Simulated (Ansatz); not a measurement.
# HfGe (P-6m2) in Ansatz: convergence with smearing width

Aim: find how far smearing width must go before the results for HfGe settle, at PBE. This setting moves, with any that are tied to it; all else stays.

Program: Ansatz 0.2.0. These are calculated values, not measurements. Logs are shortened: lines on timing, memory, paths and dates and some standing lists are left out, and cuts for length are marked.

## Step 1: Starting point

Symmetry: P-6m2, No. 187, hexagonal system. Conventional cell: a = 3.934 Å, b = 3.934 Å, c = 3.510 Å, α = 90.00°, β = 90.00°, γ = 120.00°. Hf (site symmetry -6m2) has 3 Ge at 2.27 Å as nearest neighbours. Around Ge (site symmetry -6m2) lie 3 Hf at 2.27 Å.

The cell was built by a generator and needn't be a form met in nature.

## Step 2: With smearing width 0.3 eV

File input.yaml:

```yaml
crystal:
  lattice:
    - [3.93350939, 0.0, 0.0]
    - [-1.96675469, 3.40651905, 0.0]
    - [0.0, 0.0, 3.50961939]
  atoms:
    - { symbol: Hf, position: [0.0, 0.0, 0.5] }
    - { symbol: Ge, position: [0.33333333, 0.66666667, 0.5] }
hamiltonian:
  xc: pbe
  pseudopotentials: { kind: nc_fr, accuracy: standard }
magnetization:
  noncollinear: true
  spin_orbit: true
kpoints:
  mp_grid: { grid: [7, 7, 6] }
scf:
  occupations: { method: gaussian, width: 0.3 }
output:
  forces: true
  stress: true
  eigenvalues: true
```

Potentials or basis: PseudoDojo standard (PBE files).

Launch:

```bash
> ansatz run input.yaml --threads 2 --pin off --max-ram 5632MiB --backend cpu --events-out ev --progress --plain --runs-dir out
```

Output:

```text
Warning: RAYON_NUM_THREADS=2 ignored (pool sized by the plan → 2); use --threads N
Engine: ansatz 0.2.0, aarch64-unknown-linux-gnu
Pseudopotentials: kind: nc_fr
Pseudopotential: Hf, nc_fr, valence charge 12, recommended cutoff 789.130201 eV (normal), Hf.nc_fr.azcp (PseudoDojo's, or run here from an input of PseudoDojo's; its table is named by hamiltonian.pseudopotentials.accuracy)
Pseudopotential: Ge, nc_fr, valence charge 14, recommended cutoff 1061.244064 eV (normal), Ge.nc_fr.azcp (PseudoDojo's, or run here from an input of PseudoDojo's; its table is named by hamiltonian.pseudopotentials.accuracy)
Functional definition: PBE
  parameter kappa = 0.804
  parameter beta = 0.06672455060314922
  exchange = pbe_x(kappa = kappa, mu = beta*pi^2/3)
  correlation = pbe_c(beta = beta)
non-collinear run that drives no moment, with spin-orbit: no starting moment large enough to seed its density (crystal.atoms[].spin), no starting occupations that ask for one, no magnetisation constraint and no magnetic field, so the semilocal B_xc is pinned to zero
Crystal: 2 atoms, lattice volume = 47.027 Å³
Basis set: ecut = 1061.244064 eV, 3667 PW (Γ), exchange–correlation on 90×90×80 points (8 copies of the dense FFT grid, shifted against one another)
Bands: 34, of which v1, the nominal top of the filled ones, is band 26 counted from 1 (25 counted from 0)
Symmetry: 12 space group operations + 12 with time reversal
Magnetic group: BNS 187.210 (UNI 1440), of the structure as read, at distance tolerance 3.6e-5 Å
k-points: 32 of 294 (time reversal used)
Projection manifold: j_resolved (fully-relativistic pseudo-atomic orbitals)
Non-local potential: Hf, projectors of the file, l = 0: 2, l = 1: 4, l = 2: 4, l = 3: 4
Non-local potential: Ge, projectors of the file, l = 0: 2, l = 1: 4, l = 2: 4
Initial density: superposition of atomic densities (chi_scale 0.1, normalization cell, long waves kept (reshape's long-wave potential 0.00 eV rms))
Initial wavefunctions: pseudopotential atomic-orbital guess
Functional: x = pbe(κ = 0.804, μ = 0.2195149727645171), c = pbe(β = 0.06672455060314922)
SCF iter   1: F=—  HF=-3965.110933 eV  |F-HF|=—  |Δ(HF+E_count)|=         —  Δρ=6.18e-2  dr2=1.58e0  dr2_m=0.00e0 (ungated)  ethr=3.10e-3  |M|=0.00e0 ∫|m|=0.00e0 μB  |m|>n=0.0e0 m-floor=0.0e0 τ_xc=0.0e0  β_m=0.30  ⟨swp⟩=7.6  Hψ=5610  notcnv=0
preconditioner: auto → none  [metal: Δε(μ)=0.084 eV  Ē_g=6.040 eV  σ=0.300 eV  W_gap=0.16  n_scr=8 (ndim 8)  ℏωp=15.3 eV  f_vac=0.000  D(μ)=1.16/eV (n_scr^D=8)  sad-step TF]
SCF iter   2: F=—  HF=-3964.854998 eV  |F-HF|=—  |Δ(HF+E_count)|=   2.56e-1  Δρ=4.44e-2  dr2=8.84e-1  dr2_m=0.00e0 (ungated)  ethr=3.10e-3  |M|=0.00e0 ∫|m|=0.00e0 μB  |m|>n=0.0e0 m-floor=0.0e0 τ_xc=0.0e0  β_m=0.65  ⟨swp⟩=1.1  Hψ=1359  notcnv=0
SCF iter   3: F=—  HF=-3964.584966 eV  |F-HF|=—  |Δ(HF+E_count)|=   2.70e-1  Δρ=8.98e-3  dr2=4.11e-2  dr2_m=0.00e0 (ungated)  ethr=3.10e-3  |M|=0.00e0 ∫|m|=0.00e0 μB  |m|>n=0.0e0 m-floor=0.0e0 τ_xc=0.0e0  β_m=0.58  ⟨swp⟩=2.2  Hψ=1883  notcnv=0
SCF iter   4: F=—  HF=-3964.574516 eV  |F-HF|=—  |Δ(HF+E_count)|=   1.05e-2  Δρ=3.41e-3  dr2=3.36e-3  dr2_m=0.00e0 (ungated)  ethr=1.58e-4  |M|=0.00e0 ∫|m|=0.00e0 μB  |m|>n=0.0e0 m-floor=0.0e0 τ_xc=0.0e0  β_m=0.58  ⟨swp⟩=2.2  Hψ=1985  notcnv=0  defer=31
SCF iter   5: F=—  HF=-3964.574554 eV  |F-HF|=—  |Δ(HF+E_count)|=   3.82e-5  Δρ=9.22e-4  dr2=3.63e-4  dr2_m=0.00e0 (ungated)  ethr=1.29e-5  |M|=0.00e0 ∫|m|=0.00e0 μB  |m|>n=0.0e0 m-floor=0.0e0 τ_xc=0.0e0  β_m=0.73  ⟨swp⟩=2.4  Hψ=1803  notcnv=0  defer=33
SCF iter   6: F=—  HF=-3964.574577 eV  |F-HF|=—  |Δ(HF+E_count)|=   2.33e-5  Δρ=2.86e-4  dr2=2.82e-5  dr2_m=0.00e0 (ungated)  ethr=1.39e-6  |M|=0.00e0 ∫|m|=0.00e0 μB  |m|>n=0.0e0 m-floor=0.0e0 τ_xc=0.0e0  β_m=0.62  ⟨swp⟩=2.1  Hψ=1771  notcnv=0  defer=33
SCF iter   7: F=—  HF=-3964.574487 eV  |F-HF|=—  |Δ(HF+E_count)|=   8.97e-5  Δρ=5.36e-5  dr2=8.36e-7  dr2_m=0.00e0 (ungated)  ethr=1.08e-7  |M|=0.00e0 ∫|m|=0.00e0 μB  |m|>n=0.0e0 m-floor=0.0e0 τ_xc=0.0e0  β_m=0.78  ⟨swp⟩=2.1  Hψ=1800  notcnv=0  defer=33
SCF iter   8: F=-3964.574487 eV  HF=-3964.574487 eV  |F-HF|=2.85e-8  |Δ(HF+E_count)|=   3.09e-7  Δρ=1.48e-5  dr2=5.24e-8  dr2_m=0.00e0 (ungated)  ethr=3.85e-10  |M|=0.00e0 ∫|m|=0.00e0 μB  |m|>n=0.0e0 m-floor=0.0e0 τ_xc=0.0e0  ⟨swp⟩=11.9  Hψ=6845  notcnv=0
SCF 1 converged in 8 iterations: F = -3964.574487 eV  dr2 = 5.24e-8
SCF converged after 8 iterations
Magnetization: |M| = 0.0000 μB,  M = (+0.0000, +0.0000, +0.0000) μB
Absolute magnetization: 0.0000 μB (∫|m|)
  site 0: m = (+0.0000, +0.0000, +0.0000) μB, |m| = 0.0000 μB  (R = 0.94 Å)
  site 1: m = (+0.0000, +0.0000, +0.0000) μB, |m| = 0.0000 μB  (R = 0.94 Å)
Free energy (F): -3964.574487 eV
Harris-Foulkes:  -3964.574487 eV  (|F-HF|=2.85e-8)
Internal energy: -3964.491623 eV  (E = F + TS)
E sigma→0 (E₀):  -3964.533055 eV
Entropy (-TS):   -0.082864 eV (-41.432 meV/atom)
Fermi energy:    10.785795 eV
--- Per-component energies (eV) ---
  E_band       = -296.345443
  E_kinetic    = 2223.700977
  E_local      = -2875.328988  (includes V_loc(G=0)·N_el)
  E_nonlocal   = -1198.652206
  E_hartree    = 1101.548378
  E_xc         = -986.060154
  E_vxc        = -649.161134  (∫ρ·V_xc dr)
  E_ewald      = -2229.699629
  E_smearing   = -0.082864  (= −TS)
  E_closure    = -0.000000  (closes the sum)
  Σ components = -3964.574487   (vs F -3964.574487, Δ=0.00e0)
--- Forces (eV/Å), atoms counted from 1 ---
  atom   1  Hf     0.00000000    -0.00000000    -0.00000000
  atom   2  Ge     0.00000000     0.00000000     0.00000000
  max |Σ_I F_I| component: 1.85e-16 eV/Å
--- Stress (GPa, compression-positive) ---
       60.662335       0.000000       0.000000
        0.000000      60.662335       0.000000
        0.000000       0.000000      -8.483362
  P = ⅓ Tr σ = 37.6138 GPa (376.138 kbar)
--- Band table (eV; the first three rows and the last of 32) ---
  k-point 0: bands = ["-50.8179", "-50.8179", "-25.2692", "-25.2692", "-17.8490", "-17.8490", "-17.6119", "-17.6119", "-13.4663", "-13.4663", "-13.3728", "-13.3728", "-12.8897", "-12.8897", "-12.8762", "-12.8762", "-12.8535", "-12.8535", "0.6604", "0.6604", "8.2349", "8.2349", "8.2525", "8.2525", "9.4707", "9.4707", "13.2869", "13.2869", "13.8268", "13.8268", "14.0664", "14.0664", "15.8815", "15.8815"]
  k-point 1: bands = ["-50.8167", "-50.8167", "-25.2747", "-25.2747", "-17.8447", "-17.8447", "-17.6428", "-17.6428", "-13.4653", "-13.4653", "-13.3735", "-13.3727", "-12.8877", "-12.8877", "-12.8764", "-12.8764", "-12.8551", "-12.8543", "0.8871", "0.8871", "8.3249", "8.3315", "8.3479", "8.3479", "9.2573", "9.2573", "12.9646", "12.9646", "13.3454", "13.3454", "13.4808", "13.5194", "16.1470", "16.1470"]
  k-point 2: bands = ["-50.8142", "-50.8142", "-25.2859", "-25.2859", "-17.8361", "-17.8361", "-17.7036", "-17.7036", "-13.4636", "-13.4636", "-13.3741", "-13.3733", "-12.8837", "-12.8837", "-12.8770", "-12.8770", "-12.8574", "-12.8566", "1.4176", "1.4176", "8.2185", "8.2185", "8.5229", "8.5310", "8.5612", "8.5612", "12.4459", "12.4459", "12.6507", "12.6818", "14.1540", "14.1540", "16.7931", "16.7931"]
  k-point 31: bands = ["-50.8099", "-50.8098", "-25.3113", "-25.2986", "-17.8741", "-17.8106", "-17.7485", "-17.7275", "-13.5449", "-13.5283", "-13.4318", "-13.4153", "-12.9861", "-12.9600", "-12.9020", "-12.8914", "-12.8572", "-12.8280", "3.4868", "3.7885", "7.5732", "7.6114", "8.6357", "8.7352", "10.3061", "10.3944", "10.4797", "10.9900", "12.2416", "12.4629", "13.4391", "13.5431", "15.5632", "15.8386"]
```

Wall time 29 s (2 threads of Arm Neoverse N1, shared host); peak memory 0.69 GiB.

What came out:

| Quantity | Value |
| --- | --- |
| Free energy | -3964.5745 eV |
| Pressure | 37.6 GPa |
| Band gap on the k mesh | none (metal or under the smearing width) |

## Step 3: With smearing width 0.2 eV

input.yaml: that of step 2 with these lines changed.

```diff
@@ -17,3 +17,3 @@
 scf:
-  occupations: { method: gaussian, width: 0.3 }
+  occupations: { method: gaussian, width: 0.2 }
 output:
```

Potentials or basis: PseudoDojo standard (PBE files).

Launch:

```bash
> ansatz run input.yaml --threads 2 --pin off --max-ram 5632MiB --backend cpu --events-out ev --progress --plain --runs-dir out
```

Run time: 30 s. Hardware: 2 threads of Arm Neoverse N1, shared host; peak memory 0.69 GiB.

Results:

- Free energy: -3964.5508 eV
- Pressure: 37.7 GPa
- Band gap on the k mesh: none (metal or under the smearing width)

## Step 4: With smearing width 0.15 eV

input.yaml: that of step 3 with these lines changed.

```diff
@@ -17,3 +17,3 @@
 scf:
-  occupations: { method: gaussian, width: 0.2 }
+  occupations: { method: gaussian, width: 0.15 }
 output:
```

Launch:

```bash
> ansatz run input.yaml --threads 2 --pin off --max-ram 5632MiB --backend cpu --events-out ev --progress --plain --runs-dir out
```

Wall time 29 s (2 threads of Arm Neoverse N1, shared host); peak memory 0.69 GiB.

Results:

* Free energy: -3964.5420 eV
* Pressure: 37.8 GPa
* Band gap on the k mesh: none (metal or under the smearing width)

## Step 5: With smearing width 0.1 eV

input.yaml: that of step 4 with these lines changed.

```diff
@@ -17,3 +17,3 @@
 scf:
-  occupations: { method: gaussian, width: 0.15 }
+  occupations: { method: gaussian, width: 0.1 }
 output:
```

Launch:

```bash
> ansatz run input.yaml --threads 2 --pin off --max-ram 5632MiB --backend cpu --events-out ev --progress --plain --runs-dir out
```

It took 29 s on 2 threads of Arm Neoverse N1, shared host; peak memory 0.69 GiB.

Results:

```yaml
Free_energy: -3964.5350 eV
Pressure: 37.8 GPa
Band_gap_on_the_k_mesh: none (metal or under the smearing width)
```

## Step 6: With smearing width 0.05 eV

input.yaml: that of step 5 with these lines changed.

```diff
@@ -17,3 +17,3 @@
 scf:
-  occupations: { method: gaussian, width: 0.1 }
+  occupations: { method: gaussian, width: 0.05 }
 output:
```

Potentials or basis: PseudoDojo standard (PBE files).

Launch:

```bash
> ansatz run input.yaml --threads 2 --pin off --max-ram 5632MiB --backend cpu --events-out ev --progress --plain --runs-dir out
```

It took 29 s on 2 threads of Arm Neoverse N1, shared host; peak memory 0.68 GiB.

It converged, with:

```
Free energy            : -3964.5297 eV
Pressure               : 37.8 GPa
Band gap on the k mesh : none (metal or under the smearing width)
```

## Step 7: With smearing width 0.025 eV

input.yaml: that of step 6 with these lines changed.

```diff
@@ -17,3 +17,3 @@
 scf:
-  occupations: { method: gaussian, width: 0.05 }
+  occupations: { method: gaussian, width: 0.025 }
 output:
```

Launch:

```bash
> ansatz run input.yaml --threads 2 --pin off --max-ram 5632MiB --backend cpu --events-out ev --progress --plain --runs-dir out
```

Wall time 33 s (2 threads of Arm Neoverse N1, shared host); peak memory 0.69 GiB.

It converged, with:

```
Free energy            : -3964.5279 eV
Pressure               : 37.8 GPa
Band gap on the k mesh : none (metal or under the smearing width)
```

## Step 8: With smearing width 0.01 eV

input.yaml: that of step 7 with these lines changed.

```diff
@@ -17,3 +17,3 @@
 scf:
-  occupations: { method: gaussian, width: 0.025 }
+  occupations: { method: gaussian, width: 0.01 }
 output:
```

Launch:

```bash
> ansatz run input.yaml --threads 2 --pin off --max-ram 5632MiB --backend cpu --events-out ev --progress --plain --runs-dir out
```

Run time: 37 s. Hardware: 2 threads of Arm Neoverse N1, shared host; peak memory 0.69 GiB.

The run converged. Its results:

| Property | Result |
| --- | --- |
| Free energy | -3964.5272 eV |
| Pressure | 37.8 GPa |
| Band gap on the k mesh | none (metal or under the smearing width) |

## Step 9: With smearing width 0.005 eV

input.yaml: that of step 8 with these lines changed.

```diff
@@ -17,3 +17,3 @@
 scf:
-  occupations: { method: gaussian, width: 0.01 }
+  occupations: { method: gaussian, width: 0.005 }
 output:
```

Potentials or basis: PseudoDojo standard (PBE files).

Launch:

```bash
> ansatz run input.yaml --threads 2 --pin off --max-ram 5632MiB --backend cpu --events-out ev --progress --plain --runs-dir out
```

Wall time 34 s (2 threads of Arm Neoverse N1, shared host); peak memory 0.69 GiB.

The run converged. Its results:

| Quantity | Value |
| --- | --- |
| Free energy | -3964.5271 eV |
| Pressure | 37.7 GPa |
| Band gap on the k mesh | none (metal or under the smearing width) |

## Step 10: Summary

```
smearing width  energy less the tightest run, at zero smearing (meV/atom)  pressure (GPa)  SCF cycles  CPU time (s)  peak memory (GiB)
        0.3 eV                                                      -3.02           37.61           8            58               0.69
        0.2 eV                                                      -2.06           37.71           8            59               0.69
       0.15 eV                                                      -1.60           37.75           8            58               0.69
        0.1 eV                                                      -0.91           37.76           8            58               0.69
       0.05 eV                                                      -0.28           37.76           8            58               0.68
      0.025 eV                                                      -0.09           37.76          10            66               0.69
       0.01 eV                                                      -0.02           37.76          11            74               0.69
      0.005 eV                                                       0.00           37.75          11            68               0.69
```

Against the tightest run, the energy stays within 1 meV/atom from 0.1 eV on; the pressure stays within 0.1 GPa from 0.2 eV on. Narrower smearing needs a denser k mesh, so at a fixed mesh the narrowest width isn't the most accurate. The tightest run that finished is the yardstick and may itself not be fully converged.

Caveats: a pressure of tens of GPa on the cell as given is suspect, and the run, the potentials or the cell itself is likely at fault.
